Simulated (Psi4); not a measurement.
**TaF5 (SMILES F[Ta](F)(F)(F)F) at r2SCAN/def2-SVP (core potential)**

What is the energy change on altering one bond length of TaF5 at r2SCAN/def2-SVP (core potential)? 

Program for the calculation: Psi4 1.11.

6 further runs of the same task are left out: 6 that didn't finish.

## Step 1: The structure to begin with

The species is TaF5 (6 atoms), meant as a singlet with charge 0. As SMILES, `F[Ta](F)(F)(F)F`. The coordinates come from a PBE0-D4/def2-TZVP relaxation.

Bond lengths: F1–Ta2 1.876 Å, Ta2–F3 1.846 Å, Ta2–F4 1.846 Å, Ta2–F5 1.876 Å, Ta2–F6 1.846 Å. Angles: F1–Ta2–F3 90.0°, F1–Ta2–F4 90.0°, F1–Ta2–F5 180.0°, F1–Ta2–F6 90.0°, F3–Ta2–F4 120.0°, F3–Ta2–F5 90.0°, F3–Ta2–F6 120.0°, F4–Ta2–F5 90.0°, F4–Ta2–F6 120.0°, F5–Ta2–F6 90.0°.

## Step 2: Energy and gradient at r2SCAN/def2-SVP (core potential)

Input file f5ta.py:

```python
import psi4

psi4.set_memory('2200 MB')
psi4.set_num_threads(1)
psi4.set_output_file('f5ta.out', False)

geom = psi4.geometry("""
0 1
F
Ta 1 1.875655
F 2 1.846017 1 90.00452
F 2 1.846006 3 119.99813 1 -90.00423
F 2 1.875656 4 90.00129 1 -179.98803
F 2 1.84602 4 119.99062 5 89.99406
symmetry c1
""")

psi4.set_options({
    'basis': 'def2-SVP',
    'puream': True,
    'e_convergence': 1e-09,
    'd_convergence': 1e-08,
    'scf_type': 'pk',
    'dft_radial_points': 99,
    'dft_spherical_points': 590,
})

energy_value, wavefunction = psi4.gradient("R2SCAN", molecule=geom, return_wfn=True)
psi4.oeprop(wavefunction, "DIPOLE", "MAYER_INDICES", "WIBERG_LOWDIN_INDICES", title="R2SCAN")
print('gradient / Eh bohr^-1')
print(energy_value.np.round(6))
print(f'energy = {wavefunction.energy():.10f} Eh')
for k, v in sorted(psi4.core.scalar_variables().items()):
    print(f'{k:45s} {v:18.10f}')
```

Started as:

```sh
$ python f5ta.py
```

f5ta.out:

```text
[...]
    !!!  WARNING: ECP capability is in beta. Please check occupations closely.  !!!
[...]
  Running in c1 symmetry.
[...]
  Nuclear repulsion =  316.002977635872980
[...]
  Multiplicity = 1
[...]
  Nalpha       = 29
  Nbeta        = 29
[...]
    Number of basis functions: 102
[...]
   @RKS iter   1:  -555.55023233297857   -7.35791e-01   1.09693e-02 DIIS/ADIIS
[...]
   @RKS iter  12:  -556.02218122317367   -1.27329e-11   6.05039e-09 DIIS
[...]
    Orbital Energies [Eh]
    ---------------------
    Doubly Occupied:
       1A    -24.540365     2A    -24.540349     3A    -24.540326
       4A    -24.508389     5A    -24.508215     6A     -2.821205
       7A     -1.591483     8A     -1.591480     9A     -1.584721
      10A     -1.159991    11A     -1.132109    12A     -1.131940
      13A     -1.131921    14A     -1.092295    15A     -0.499896
      16A     -0.491053    17A     -0.491045    18A     -0.478356
      19A     -0.478352    20A     -0.470683    21A     -0.430897
      22A     -0.430106    23A     -0.430103    24A     -0.429657
      25A     -0.401193    26A     -0.401192    27A     -0.394831
      28A     -0.391177    29A     -0.391162
[...]
  @RKS Final Energy:  -556.02218122317367
   => Energetics <=
    Nuclear Repulsion Energy =            316.0029776358729805
    One-Electron Energy =               -1421.1284134315851588
    Two-Electron Energy =                 608.0472080443441882
    DFT Exchange-Correlation Energy =     -58.9439534718055356
    Empirical Dispersion Energy =           0.0000000000000000
    VV10 Nonlocal Energy =                  0.0000000000000000
    Total Energy =                       -556.0221812231736749
[...]
  -Total Gradient:
     Atom            X                  Y                   Z
    ------   -----------------  -----------------  -----------------
       1        0.000004832958     0.000010060365     0.008855911107
       2        0.000001146849    -0.000023765424    -0.000000616692
       3        0.000128816634     0.010003226497    -0.000000761104
       4       -0.008626462149    -0.004961810700    -0.000000129278
       5        0.000006334278     0.000008636123    -0.008855283555
       6        0.008458163599    -0.005128182073     0.000000862269
[...]
 Multipole Moments:
 ------------------------------------------------------------------------------------
     Multipole            Electronic (a.u.)      Nuclear  (a.u.)        Total (a.u.)
 ------------------------------------------------------------------------------------
 L = 1.  Multiply by 2.5417464519 to convert [e a0] to [Debye]
 Dipole X            :          0.0008428           -0.0006908            0.0001520
 Dipole Y            :         -0.0056047            0.0052320           -0.0003727
 Dipole Z            :         -0.0000111            0.0000088           -0.0000023
 Magnitude           :                                                    0.0004025
[...]
```

Standard output:

```text
gradient / Eh bohr^-1
[[ 5.0000e-06  1.0000e-05  8.8560e-03]
 [ 1.0000e-06 -2.4000e-05 -1.0000e-06]
 [ 1.2900e-04  1.0003e-02 -1.0000e-06]
 [-8.6260e-03 -4.9620e-03 -0.0000e+00]
 [ 6.0000e-06  9.0000e-06 -8.8550e-03]
 [ 8.4580e-03 -5.1280e-03  1.0000e-06]]
energy = -556.0221812232 Eh
CURRENT ENERGY                                   -556.0221812232
CURRENT REFERENCE ENERGY                         -556.0221812232
DD SOLVATION ENERGY                                 0.0000000000
DFT FUNCTIONAL TOTAL ENERGY                      -556.0221812232
DFT TOTAL ENERGY                                 -556.0221812232
DFT VV10 ENERGY                                     0.0000000000
DFT XC ENERGY                                     -58.9439534718
GRID ELECTRONS ALPHA                               29.0000013761
GRID ELECTRONS BETA                                29.0000013761
GRID ELECTRONS TOTAL                               58.0000027522
NUCLEAR REPULSION ENERGY                          316.0029776359
ONE-ELECTRON ENERGY                             -1421.1284134316
PCM POLARIZATION ENERGY                             0.0000000000
PE ENERGY                                           0.0000000000
SCF ITERATION ENERGY                             -556.0221812232
SCF ITERATIONS                                     12.0000000000
SCF TOTAL ENERGY                                 -556.0221812232
TWO-ELECTRON ENERGY                               608.0472080443
XC GRID RADIAL POINTS                              99.0000000000
XC GRID SPHERICAL POINTS                          590.0000000000
XC GRID TOTAL POINTS                           337222.0000000000
```

Wall time 66 s (1 thread of Intel Xeon Platinum 8375C at 2.90GHz (Ice Lake), shared host); peak memory 1 GiB.

## Step 3: The distorted shape, same level

Input file f5ta.json:

```json
{
 "schema_name": "qcschema_input",
 "schema_version": 1,
 "molecule": {
  "schema_name": "qcschema_molecule",
  "schema_version": 2,
  "symbols": ["F", "Ta", "F", "F", "F", "F"],
  "geometry": [-0.72786014, -1.74492964, 4.09607775, 1.2190302, 0.69240132, 2.41312546, 4.13327134, -0.93599458, 3.42550844, -1.52345941, -0.86572133, -3.01634305, 3.165467, 3.1302803, 0.73043773, -0.1720161, 3.18644296, 4.41666979],
  "molecular_charge": 0,
  "molecular_multiplicity": 1,
  "fix_symmetry": "c1",
  "fix_com": true,
  "fix_orientation": true
 },
 "driver": "gradient",
 "model": {
  "method": "r2scan",
  "basis": "def2-SVP"
 },
 "keywords": {
  "puream": true,
  "e_convergence": 1e-09,
  "d_convergence": 1e-08,
  "scf_type": "pk",
  "dft_radial_points": 99,
  "dft_spherical_points": 590,
  "scf_properties": ["MULLIKEN_CHARGES", "MAYER_INDICES", "LOWDIN_CHARGES"]
 }
}
```

Started as:

```sh
$ psi4 --qcschema f5ta.json -n 1 --memory 2200MB
```

stdout:

```text
[...]
    !!!  WARNING: ECP capability is in beta. Please check occupations closely.  !!!
[...]
  Running in c1 symmetry.
[...]
  Nuclear repulsion =  283.073367901548465
[...]
  Multiplicity = 1
[...]
  Nalpha       = 29
  Nbeta        = 29
[...]
    Number of basis functions: 102
[...]
   @RKS iter   1:  -555.12085753724921   -5.28555e-01   1.20997e-02 ADIIS/DIIS
[...]
   @RKS iter  18:  -555.81256295226126   -3.44471e-11   2.74936e-09 DIIS
[...]
  @RKS Final Energy:  -555.81256295226126
   => Energetics <=
    Nuclear Repulsion Energy =            283.0733679015484654
    One-Electron Energy =               -1354.8037020196529738
    Two-Electron Energy =                 574.6821753214458113
    DFT Exchange-Correlation Energy =     -58.7644041556025414
    Empirical Dispersion Energy =           0.0000000000000000
    VV10 Nonlocal Energy =                  0.0000000000000000
    Total Energy =                       -555.8125629522612599
[...]
 Multipole Moments:
 ------------------------------------------------------------------------------------
     Multipole            Electronic (a.u.)      Nuclear  (a.u.)        Total (a.u.)
 ------------------------------------------------------------------------------------
 L = 1.  Multiply by 2.5417464519 to convert [e a0] to [Debye]
 Dipole X            :        -58.9339601           59.7260168            0.7920568
 Dipole Y            :        -33.4822960           33.9319165            0.4496206
 Dipole Z            :       -116.6742500          118.2417869            1.5675369
 Magnitude           :                                                    1.8129216
[...]
  Mulliken Charges: (a.u.)
   Center  Symbol    Alpha    Beta     Spin     Total
       1     F     4.64854  4.64854  0.00000 -0.29708
       2    TA     5.75749  5.75749  0.00000  1.48501
       3     F     4.62256  4.62256  0.00000 -0.24511
       4     F     4.70032  4.70032  0.00000 -0.40063
       5     F     4.64854  4.64854  0.00000 -0.29708
       6     F     4.62256  4.62256  0.00000 -0.24511
   Total alpha = 29.00000, Total beta = 29.00000, Total charge =  0.00000
  Lowdin Charges: (a.u.)
   Center  Symbol    Alpha    Beta     Spin     Total
[...]
  -Total Gradient:
     Atom            X                  Y                   Z
    ------   -----------------  -----------------  -----------------
       1        0.001764083043    -0.000258585888     0.008769890071
       2        0.012780849610     0.007245842070     0.025281847197
       3        0.003545195337    -0.002670082249     0.000233363562
       4       -0.020882613421    -0.011863089041    -0.041340851811
       5        0.005469151601     0.004380694131     0.005566925636
       6       -0.002597827747     0.003210026078     0.001644955929
[...]
```

The result, in JSON:

```text
{
 "driver": "gradient",
 "model": {
  "method": "r2scan",
  "basis": "def2-SVP"
 },
 "success": true,
 "return_result": [0.0017640830431248367, -0.00025858588792299075, 0.008769890071479672, 0.012780849609557068, 0.00724584207011808, 0.02528184719744689, 0.00354519533716241, -0.0026700822489180848, 0.0002333635623391339, -0.02088261342113012, -0.011863089041250396, -0.041340851810914396, 0.005469151600993927, 0.0043806941308084935, 0.005566925635941716, -0.002597827747288048, 0.0032100260779125978, 0.0016449559286907944],
 "properties": {
  "calcinfo_nbasis": 102,
  "calcinfo_nmo": 102,
  "calcinfo_nalpha": 29,
  "calcinfo_nbeta": 29,
  "calcinfo_natom": 6,
  "nuclear_repulsion_energy": 283.07336790154847,
  "return_energy": -555.8125629522613,
  "return_gradient": [0.0017640830431248367, -0.00025858588792299075, 0.008769890071479672, 0.012780849609557068, 0.00724584207011808, 0.02528184719744689, 0.00354519533716241, -0.0026700822489180848, 0.0002333635623391339, -0.02088261342113012, -0.011863089041250396, -0.041340851810914396, 0.005469151600993927, 0.0043806941308084935, 0.005566925635941716, -0.002597827747288048, 0.0032100260779125978, 0.0016449559286907944],
  "scf_one_electron_energy": -1354.803702019653,
  "scf_two_electron_energy": 574.6821753214458,
  "scf_xc_energy": -58.76440415560254,
  "scf_dipole_moment": [0.7920567547305808, 0.44962058835248087, 1.5675369349716703],
  "scf_total_energy": -555.8125629522613,
  "scf_total_gradient": [0.0017640830431248367, -0.00025858588792299075, 0.008769890071479672, 0.012780849609557068, 0.00724584207011808, 0.02528184719744689, 0.00354519533716241, -0.0026700822489180848, 0.0002333635623391339, -0.02088261342113012, -0.011863089041250396, -0.041340851810914396, 0.005469151600993927, 0.0043806941308084935, 0.005566925635941716, -0.002597827747288048, 0.0032100260779125978, 0.0016449559286907944],
  "scf_iterations": 18
 }
}
```

Run time: 79 s. Hardware: 1 thread of Intel Xeon Platinum 8375C at 2.90GHz (Ice Lake), shared host; peak memory 0.99 GiB.

## Step 4: Summary of results

At r2SCAN/def2-SVP (core potential):

| quantity | value |
| --- | --- |
| first shape: total energy | -556.02218 Eh |
| first shape: dipole moment | 0.00 D |
| first shape: HOMO energy | -10.64 eV |
| first shape: LUMO energy | -3.27 eV |
| first shape: HOMO–LUMO gap | 7.38 eV |
| first shape: largest force on an atom | 0.514 eV/Å |
| distorted shape: total energy | -555.81256 Eh |
| distorted shape: dipole moment | 4.61 D |
| distorted shape: HOMO energy | -6.53 eV |
| distorted shape: LUMO energy | -5.87 eV |
| distorted shape: HOMO–LUMO gap | 0.66 eV |
| distorted shape: largest force on an atom | 2.459 eV/Å |
| energy change with the Ta2–F4 bond stretched from 1.846 to 3.323 Å | 5.704 eV |

One bond (distorted shape) is far stretched, which a spin-restricted single reference describes badly; a broken-symmetry solution may lie lower. With the Ta2–F4 bond stretched from 1.846 to 3.323 Å the energy rises by 5.70 eV (132 kcal/mol). The first shape isn't relaxed at this level, so the change isn't measured from a minimum. A restricted reference can't describe the breaking bond well at this length. The largest force (first shape) is 0.51 eV/Å: the shape isn't a stationary point for this species at this level.
